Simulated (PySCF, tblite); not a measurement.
# C5H6Cl2O: dynamics, then NMR shifts on frames, part 1 of 2

Aim: move C5H6Cl2O (`C=CO/C=C\C(Cl)Cl`) away from its starting geometry and see how NMR shifts follow the geometry.

Programs: tblite 0.8.0 and PySCF 2.14.0, with density-fitted response routines of our own. Each step states its level of theory. These are calculated values for one molecule in the gas phase, unless marked as measured. Atoms are numbered from 0 throughout.

## 1. The starting structure

14 atoms, charge 0, multiplicity 1; geometry from: GFN2-xTB.

Bonds of the start (Å): C0–C1 1.32, C1–O2 1.36, O2–C3 1.35, C3–C4 1.33, C4–C5 1.48, C5–Cl6 1.79, C5–Cl7 1.79, C0–H8 1.07, C0–H9 1.07, C1–H10 1.09, C3–H11 1.09, C4–H12 1.08, C5–H13 1.09.

## 2. A short Langevin run with GFN2-xTB

Job settings and geometry (Å):

```
{"job": {"kind": "md", "xc": "GFN2-xTB", "basis": "xTB", "temperature": 400, "steps": 2000, "every": 50, "frames": 5}, "charge": 0, "multiplicity": 1}
C      2.823209     0.795471     0.353910
C      1.950191    -0.135093     0.007931
O      0.608428     0.094986     0.049395
C     -0.226526    -0.894546    -0.315403
C     -1.552715    -0.760364    -0.307840
C     -2.232239     0.487379     0.102067
Cl    -3.304710     0.183463     1.500653
Cl    -3.222710     1.127845    -1.241961
H      2.502039     1.767549     0.680859
H      3.877186     0.600450     0.314658
H      2.248628    -1.124108    -0.325686
H      0.234382    -1.828273    -0.623249
H     -2.176409    -1.584126    -0.609925
H     -1.529430     1.268895     0.392426
```

Method: GFN2-xTB Langevin dynamics, gas phase.

Started as:

```sh
OMP_NUM_THREADS=1 python probes_run.py task.json out
```

The driver reads the jobs from task.json and runs them one after another.

The program printed:

```text
t/fs     T/K      E/eV
    0.0   309.9   -731.26780
   25.0   231.0   -730.91287
   50.0   316.8   -730.86116
   75.0   319.5   -730.75811
  100.0   310.0   -730.71671
  125.0   309.0   -730.75921
  150.0   325.0   -730.84392
  175.0   321.4   -730.74247
  200.0   261.4   -730.69402
  225.0   361.4   -730.81233
  250.0   311.6   -730.82517
  275.0   218.4   -730.64234
  300.0   392.2   -730.96571
  325.0   317.3   -730.68666
  350.0   452.8   -730.67943
  375.0   475.2   -730.82333
  400.0   423.0   -730.52705
  425.0   505.5   -730.76894
  450.0   507.9   -730.60402
  475.0   365.1   -730.39068
  500.0   368.8   -730.46970
  525.0   430.5   -730.41273
  550.0   390.9   -730.68453
  575.0   328.4   -730.73148
  600.0   349.3   -730.88885
  625.0   197.3   -730.75390
  650.0   252.8   -730.88985
  675.0   367.1   -730.92216
  700.0   316.1   -730.70659
  725.0   300.1   -730.86460
  750.0   310.3   -730.82883
  775.0   311.9   -730.84728
  800.0   386.5   -730.91930
  825.0   339.2   -730.76517
  850.0   358.4   -730.68230
  875.0   495.7   -730.84443
  900.0   474.2   -730.62462
  925.0   435.6   -730.66153
  950.0   405.6   -730.71460
  975.0   335.4   -730.51314
 1000.0   396.3   -730.67615
```

Wall time 24 s (1 thread of Arm Neoverse N1, shared host); peak memory 0.18 GiB.

Distance from the start (root mean square after alignment): 0 fs 0.00 Å, 200 fs 0.32 Å, 400 fs 0.21 Å, 600 fs 0.22 Å, 800 fs 0.24 Å, 1000 fs 0.22 Å.

Positions (Å) and forces (eV/Å) at 1000 fs:

```xyz
14

C     3.485    0.546   -0.087    0.719    1.516   -0.135
C     2.633   -0.410    0.139   -0.761   -0.469   -0.470
O     1.332   -0.171    0.422   -0.431    1.396   -0.132
C     0.550   -1.176    0.795    0.179   -1.037    1.311
C    -0.752   -1.121    1.092   -0.879    0.362    0.740
C    -1.575    0.178    1.019    2.918   -1.403   -3.146
Cl   -2.485    0.479    2.347   -1.047    0.540    1.708
Cl   -2.654   -0.029   -0.491    0.136    0.215    0.351
H     3.255    1.580    0.069   -0.376    0.225    0.109
H     4.465    0.421   -0.471    0.487   -0.545    0.016
H     2.862   -1.424   -0.072    0.289   -0.952    0.057
H     1.171   -2.034    1.095   -0.711   -0.327   -0.433
H    -1.293   -1.990    1.516    0.632    0.626   -0.512
H    -0.797    0.942    0.705   -1.157   -0.147    0.537
```

## 3. Shielding tensors: 250 fs, PBE0/pcSseg-1

Job settings and geometry (Å):

```
{"job": {"kind": "nmr", "xc": "PBE0", "basis": "pcSseg-1", "pop": false}, "charge": 0, "multiplicity": 1}
C      2.666400     0.828900    -0.056300
C      1.989500    -0.301000    -0.117400
O      0.633800    -0.187600    -0.248500
C     -0.128800    -1.304700    -0.288300
C     -1.448000    -1.215800    -0.104400
C     -2.090600     0.076600     0.306500
Cl    -3.250000    -0.044600     1.639500
Cl    -2.887100     0.839900    -1.066000
H      2.199200     1.779500    -0.116700
H      3.655000     0.887700     0.014000
H      2.329200    -1.348500     0.028500
H      0.339600    -2.307000    -0.384600
H     -2.056500    -2.072300    -0.323900
H     -1.227400     0.660500     0.655000
```

Method: GIAO PBE0/pcSseg-1 NMR shielding, non-relativistic, gas phase.

The program printed:

```text
coarse grid: 13488 points
cycle   1  E = -1188.8579007688  dE =  1.244e+00  |g| = 6.153e-01  |ddm| = 3.501e+00
cycle   2  E = -1188.7871363439  dE =  7.076e-02  |g| = 8.460e-01  |ddm| = 1.141e+00
cycle   3  E = -1188.9424679260  dE = -1.553e-01  |g| = 7.975e-02  |ddm| = 6.743e-01
cycle   4  E = -1188.9438364730  dE = -1.369e-03  |g| = 3.472e-02  |ddm| = 9.877e-02
cycle   5  E = -1188.9441103374  dE = -2.739e-04  |g| = 1.298e-02  |ddm| = 3.699e-02
cycle   6  E = -1188.9441466807  dE = -3.634e-05  |g| = 2.601e-03  |ddm| = 1.052e-02
cycle   7  E = -1188.9441480769  dE = -1.396e-06  |g| = 7.600e-04  |ddm| = 2.476e-03
final grid: 122976 points
cycle   8  E = -1189.0014785581  dE = -3.459e-05  |g| = 1.107e-02  |ddm| = 2.655e-02
cycle   9  E = -1189.0014501994  dE =  2.836e-05  |g| = 1.659e-02  |ddm| = 1.637e-02
cycle  10  E = -1189.0014998369  dE = -4.964e-05  |g| = 2.428e-03  |ddm| = 1.132e-02
cycle  11  E = -1189.0015011117  dE = -1.275e-06  |g| = 6.182e-04  |ddm| = 2.412e-03
cycle  12  E = -1189.0015011999  dE = -8.825e-08  |g| = 1.507e-04  |ddm| = 5.830e-04
cycle  13  E = -1189.0015012054  dE = -5.453e-09  |g| = 2.878e-05  |ddm| = 1.335e-04
cycle  14  E = -1189.0015012055  dE = -1.628e-10  |g| = 1.106e-05  |ddm| = 3.900e-05
converged SCF energy = -1189.0015012055

GIAO shielding tensors (ppm)
atom      isotropic    diamagn.    paramagn.     s11        s22        s33       span
  0 C       90.482     253.222    -162.739     -8.646    105.684    174.409    183.055
  1 C       31.034     252.426    -221.391    -65.247     70.192     88.158    153.406
  2 O      136.149     401.658    -265.509     55.947     88.375    264.124    208.177
  3 C       34.718     251.675    -216.957    -52.862     64.365     92.651    145.513
  4 C       65.343     257.204    -191.862    -34.568     92.832    137.764    172.332
  5 C      112.535     242.960    -130.425     76.726    114.781    146.097     69.371
  6 Cl     673.757    1144.961    -471.204    366.836    632.216   1022.219    655.383
  7 Cl     657.615    1145.593    -487.978    318.532    644.488   1009.824    691.293
  8 H       26.888      32.304      -5.416     24.861     25.137     30.666      5.805
  9 H       28.792      29.954      -1.162     26.509     28.286     31.582      5.073
 10 H       24.635      28.062      -3.427     22.611     24.046     27.249      4.639
 11 H       24.713      29.051      -4.338     21.899     24.987     27.251      5.352
 12 H       26.634      30.791      -4.157     24.565     25.558     29.780      5.215
 13 H       24.715      28.576      -3.862     20.108     22.699     31.337     11.230
```

It took 35 s on 1 thread of Arm Neoverse N1, shared host; peak memory 0.84 GiB.

Shifts follow as δ = σ(reference) − σ, with reference shieldings (ppm) from runs at the same level and on the same kind of geometry: 1H TMS 31.72, 13C TMS 186.9, 17O H2O 336.1, 35Cl HCl 950. The references are single molecules in the gas phase, so shifts against H2O, NH3, PH3, H3PO4 or CFCl3 are not on the usual liquid scales and can be off by tens of ppm. Each atom is listed at this fixed geometry, with no averaging over motion; a spectrum would average atoms that exchange fast.

```tsv
atoms	environment	σ (ppm)	δ (ppm)
C1	alkene carbon bearing oxygen	31.0	155.9
C3	alkene carbon bearing oxygen	34.7	152.2
C4	β carbon of an enol-ether or enamine type C=C	65.3	121.6
C0	β carbon of an enol-ether or enamine type C=C	90.5	96.4
C5	allylic sp3 CH bonded to 2 Cl	112.5	74.4
H10	hydrogen on an alkene carbon bearing oxygen	24.64	7.08
H11	hydrogen on an alkene carbon bearing oxygen	24.71	7.00
H13	hydrogen on an allylic sp3 CH bonded to 2 Cl	24.71	7.00
H12	hydrogen on a β carbon of an enol-ether or enamine type C=C	26.63	5.08
H8	hydrogen on a β carbon of an enol-ether or enamine type C=C	26.89	4.83
H9	hydrogen on a β carbon of an enol-ether or enamine type C=C	28.79	2.92
O2	ether oxygen	136.1	199.9
Cl7	chlorine bonded to C	658	292
Cl6	chlorine bonded to C	674	276
```

## 4. Shielding tensors: 425 fs, PBE0/pcSseg-1

Job settings and geometry (Å):

```
{"job": {"kind": "nmr", "xc": "PBE0", "basis": "pcSseg-1", "pop": false}, "charge": 0, "multiplicity": 1}
C      3.012600     0.246500    -0.998900
C      2.188600    -0.537700    -0.363500
O      0.844500    -0.210800    -0.301800
C      0.050200    -1.209900     0.099000
C     -1.211400    -1.106400     0.574900
C     -2.036300     0.159100     0.546200
Cl    -2.923800     0.398900     2.116400
Cl    -3.099500     0.172800    -0.893400
H      2.636900     1.218100    -1.424500
H      4.135900     0.107700    -1.131300
H      2.437600    -1.577600     0.048500
H      0.522700    -2.141600     0.091500
H     -1.661300    -1.932400     1.069000
H     -1.409700     1.043200     0.515700
```

Level: GIAO PBE0/pcSseg-1 NMR shielding, non-relativistic, gas phase.

The program printed:

```text
coarse grid: 13488 points
cycle   1  E = -1188.8670174893  dE =  1.069e+00  |g| = 5.887e-01  |ddm| = 3.470e+00
cycle   2  E = -1188.7988961374  dE =  6.812e-02  |g| = 8.286e-01  |ddm| = 1.125e+00
cycle   3  E = -1188.9438287412  dE = -1.449e-01  |g| = 8.792e-02  |ddm| = 6.875e-01
cycle   4  E = -1188.9451365809  dE = -1.308e-03  |g| = 5.042e-02  |ddm| = 1.184e-01
cycle   5  E = -1188.9457089710  dE = -5.724e-04  |g| = 1.687e-02  |ddm| = 5.261e-02
cycle   6  E = -1188.9457774083  dE = -6.844e-05  |g| = 4.118e-03  |ddm| = 1.664e-02
cycle   7  E = -1188.9457808746  dE = -3.466e-06  |g| = 1.897e-03  |ddm| = 4.769e-03
final grid: 122976 points
cycle   8  E = -1189.0024762189  dE = -3.118e-05  |g| = 9.355e-03  |ddm| = 2.488e-02
cycle   9  E = -1189.0024549051  dE =  2.131e-05  |g| = 1.378e-02  |ddm| = 1.564e-02
cycle  10  E = -1189.0024921669  dE = -3.726e-05  |g| = 2.088e-03  |ddm| = 1.071e-02
cycle  11  E = -1189.0024930587  dE = -8.919e-07  |g| = 6.304e-04  |ddm| = 2.177e-03
cycle  12  E = -1189.0024931557  dE = -9.700e-08  |g| = 1.244e-04  |ddm| = 5.999e-04
cycle  13  E = -1189.0024931594  dE = -3.674e-09  |g| = 3.409e-05  |ddm| = 1.154e-04
cycle  14  E = -1189.0024931597  dE = -2.556e-10  |g| = 1.282e-05  |ddm| = 3.356e-05
converged SCF energy = -1189.0024931597

GIAO shielding tensors (ppm)
atom      isotropic    diamagn.    paramagn.     s11        s22        s33       span
  0 C       81.314     255.477    -174.163    -13.279     98.432    158.788    172.068
  1 C       28.982     251.199    -222.217    -62.914     72.227     77.633    140.547
  2 O      137.844     401.714    -263.870     65.307     83.750    264.475    199.167
  3 C       35.650     250.025    -214.375    -45.720     58.620     94.050    139.769
  4 C       68.337     256.255    -187.918    -33.168    100.371    137.810    170.978
  5 C      102.344     244.041    -141.698     56.478    119.341    131.211     74.733
  6 Cl     644.475    1145.019    -500.544    340.279    561.288   1031.858    691.579
  7 Cl     623.498    1145.170    -521.672    278.082    591.330   1001.083    723.001
  8 H       25.686      30.292      -4.606     23.410     24.261     29.386      5.976
  9 H       25.634      24.990       0.645     24.217     24.351     28.335      4.118
 10 H       24.353      26.982      -2.628     22.012     24.305     26.743      4.732
 11 H       26.271      31.943      -5.672     23.154     25.590     30.070      6.916
 12 H       26.557      31.101      -4.543     23.828     25.199     30.645      6.817
 13 H       24.901      29.126      -4.225     20.185     24.886     29.633      9.447
```

Wall time 34 s (1 thread of Arm Neoverse N1, shared host); peak memory 0.89 GiB.

This run: δ C1 157.9, C3 151.3, C4 118.6, C0 105.6, H10 7.36, H13 6.82 ppm.

(Continued in part 2 of 2.)
